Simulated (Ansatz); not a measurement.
# Sn: the cost of one run

Method: DFT LDA, spin-orbit coupling, plane waves, PAW, and further levels as typed in the inputs, in Ansatz 0.2.0.

### 1 The system as given

Symmetry: Fd-3m, No. 227, cubic system. The conventional cell has a = 6.489 Å, b = 6.489 Å, c = 6.489 Å, α = 90.00°, β = 90.00°, γ = 90.00°. Around Sn (site symmetry -43m) lie 4 Sn at 2.81 Å.

Structure file:

```xyz
2
Lattice="0.0000 3.2445 3.2445 3.2445 0.0000 3.2445 3.2445 3.2445 0.0000" Properties=species:S:1:pos:R:3 pbc="T T T"
Sn    0.0000    0.0000    0.0000
Sn    1.6222    1.6222    1.6222
```

### 2 Single point: Sn

Input file input.yaml:

```yaml
crystal:
  lattice:
    - [0.0, 3.2445, 3.2445]
    - [3.2445, 0.0, 3.2445]
    - [3.2445, 3.2445, 0.0]
  atoms:
    - { symbol: Sn, position: [0.0, 0.0, 0.0] }
    - { symbol: Sn, position: [0.25, 0.25, 0.25] }
scf:
  occupations: { method: gaussian, width: 0.01 }
  n_extra_bands: 8
output:
  eigenvalues: true
  eigenstates: { kpoints: [[0, 0, 0], [0.5, 0.5, 0.5]], e_range: [-2.2, 2.0] }
  write_density: true
  write_potential: true
  elf: true
  volumetric_format: npy
hamiltonian:
  xc: lda
  pseudopotentials: { kind: paw_fr }
kpoints:
  mp_grid: { grid: [12, 12, 12] }
magnetization:
  noncollinear: true
  spin_orbit: true
```

The run is started by

```bash
$ ansatz run input.yaml --threads 8 --pin off --max-ram 16384MiB --backend cpu --events-out ev --progress --plain --runs-dir out
```

Q: Estimate wall time and peak memory on 8 threads of Arm Neoverse V1, shared host.

About 6.5 s, with a peak of 0.81 GiB.
